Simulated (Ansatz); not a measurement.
# SiGeO (triplet): wave-function methods side by side, cc-pVDZ

One table from this session's results is given with a row withheld; the runs are named, their logs left out.

Computed with Ansatz 0.2.0, Gaussian basis. Level: cc-pVDZ, core rule «outside noble gas», up to 20 orbitals frozen.

The runs, in order: UHF; CCSD(T) on ROHF; CCSD(T) on UHF; BCCD(T) on ROHF; CISD; CCSDT(Q) on ROHF; CCSDT(Q) on UHF; CASSCF and MRCISD+Q, 12 electrons in 11 orbitals; CASSCF and NEVPT2, 12 electrons in 11 orbitals.

26 further runs of the same task are left out: 4 for a known fault of the program, 11 that didn't finish, 11 set aside as unsound or not needed.

### The system

The geometry is a PBE0/def2-TZVP stationary point (not a proven minimum). No spin-orbit coupling is included. The filled d shell of Ge may be among the frozen orbitals whatever the setting's name suggests; the logs give the count.

3 atoms, charge 0, spin multiplicity 3.

Atoms are counted from 1 here; the program's logs count them from 0.

Bond lengths: Ge1–Si2 2.335 Å, Si2–O3 1.514 Å. Angles: Ge1–Si2–O3 180.0°.

As a file:

```xyz
3

Ge    0.00000    0.00000    2.06120
Si    0.00000    0.00000   -0.27370
O     0.00000    0.00000   -1.78750
```

The first run:

Contents of in.yaml:

```yaml
crystal:
  periodic: [false, false, false]
  atoms:
    - {symbol: Ge, position_ang: [0.000000, 0.000000, 2.061200]}
    - {symbol: Si, position_ang: [0.000000, 0.000000, -0.273700]}
    - {symbol: O, position_ang: [0.000000, 0.000000, -1.787500]}
basis:
  gaussian: {orbitals: cc-pVDZ}
magnetization: {spin_polarized: true, initial_magnetization: 2}
hamiltonian: {xc: hf}
output: {orbitals: {seedname: orbitals}}
```

Run with:

```sh
ansatz run in.yaml --threads 1 --pin off --events-out ev --progress --plain --max-ram 2393MiB
```

Among the steps run: UHF; CCSD(T) on ROHF; CCSD(T) on UHF; BCCD(T) on ROHF; CISD; CCSDT(Q) on ROHF; CCSDT(Q) on UHF; CASSCF and MRCISD+Q, 12 electrons in 11 orbitals; CASSCF and NEVPT2, 12 electrons in 11 orbitals.

One of the session's tables, all rows but one given; the rest of the session is left out.

```
          method  from RCCSDT(Q) (kcal/mol)
            ROHF                    +231.01
             UHF                    +228.35
            RMP2                     +21.15
            UMP2                     +21.80
            CISD                     +35.64
           RCCSD                     +11.96
           UCCSD                     +11.76
        RCCSD(T)                      +1.85
        UCCSD(T)                      +1.79
         BCCD(T)                      +1.66
          RCCSDT                      +0.93
          UCCSDT                          ?
       RCCSDT(Q)                          0
       UCCSDT(Q)                      -0.58
  CASSCF valence                    +144.57
  NEVPT2 valence                     +33.33
  MRCISD valence                     +15.43
MRCISD+Q valence                      +3.70
```

**Question.** Estimate the row for UCCSDT.

The run gave: from RCCSDT(Q) (kcal/mol): +0.82. In the column «from RCCSDT(Q) (kcal/mol)» it lies between RCCSDT(Q) (0) and RCCSDT (+0.93).

With the free atoms at the same levels and basis (separate runs), the atomisation energy is 7.692 eV at RCCSDT(Q), 7.637 eV at RCCSD(T), 7.628 eV at UCCSD(T), 4.532 eV at ROHF.

Caveats from the session: Restricted and unrestricted rows rest on different reference determinants; where their highest levels disagree by more than a few hundredths of an eV, they describe different states and don't form one ladder.
